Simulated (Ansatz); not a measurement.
# InHSCl radical: an energy map over angle Cl3–In2–S1 and angle H4–S1–In2

A grid of calculations on ClHInS, SMILES [SH][In][Cl], spin multiplicity 2, to see where the energy is lowest and how it rises around there.

Program: Ansatz 0.2.0. Level of theory: UKS r2SCAN-D4/def2-SVP. These are calculated values, not measurements.

## (1) Starting geometry

4 atoms, charge 0, spin multiplicity 2.

Atoms are counted from 1 here; the program's logs count them from 0.

Bond lengths: S1–In2 2.497 Å, S1–H4 1.364 Å, In2–Cl3 2.413 Å. Angles: In2–S1–H4 92.0°, S1–In2–Cl3 116.2°.

Coordinates:

```xyz
4
ClHInS
S    -1.4040    0.0417   -0.5383
In    0.9526    0.2676    0.2556
Cl    1.9445   -1.7087    1.2203
H    -1.4376    1.3390   -0.9579
```

## (3) Plan of the scan

- angle Cl3–In2–S1: 7 values from 89.7 to 139.7 °
- angle H4–S1–In2: 7 values from 57.9 to 127.9 °

Nothing else is relaxed (all other coordinates rigid). Energies count from the relaxed molecule at the same level. Points are written as (first, second).

(The set-up runs are not shown.)

## (4) Point (89.7°, 116.3°)

File input.yaml:

```yaml
crystal:
  periodic: [false, false, false]
  atoms:
    - { symbol: S, position_ang: [-1.368473, 0.035477, -0.526042] }
    - { symbol: In, position_ang: [0.957081, 0.280006, 0.250656] }
    - { symbol: Cl, position_ang: [0.950752, -2.003408, 0.948834] }
    - { symbol: H, position_ang: [-1.936042, 1.134321, -1.073958] }
magnetization:
  spin_polarized: true
  initial_magnetization: 1
basis:
  gaussian: { orbitals: def2-SVP }
hamiltonian:
  xc: r2scan
  dispersion: d4
output:
  forces: true
```

Started as:

```sh
$ ansatz run input.yaml --threads 1 --pin off --max-ram 2560MiB --backend cpu --events-out ev --progress --plain --runs-dir out
```

The session goes on with these runs: all other points of the grid.

Before running it: what results should come out? Wanted: lowest point; highest computed point; dipole moment.

The runs gave:

```
               quantity                                                                        value
           lowest point                                                  (114.7°, 92.9°), 0.0 kJ/mol
 highest computed point                                 (89.7°, 57.9°), 93.7 kJ/mol above the lowest
      dipole moment (D)  2.09 at (139.7°, 57.9°) to 4.11 at (89.7°, 92.9°); 3.36 at the lowest point
time for the whole task                                              12 min on 1 thread, shared host
```

**Reading.** The lowest computed point is at (114.7°, 92.9°), 0.0 kJ/mol from the relaxed molecule at the same level. It is the only kind of minimum in the scanned range. The highest computed point, (89.7°, 57.9°), lies 93.7 kJ/mol above the lowest. Round the minimum the valley is somewhat tilted: raising angle Cl3–In2–S1 shifts the best value of angle H4–S1–In2 downwards (coupling k₁₂/√(k₁₁k₂₂) about 0.3).
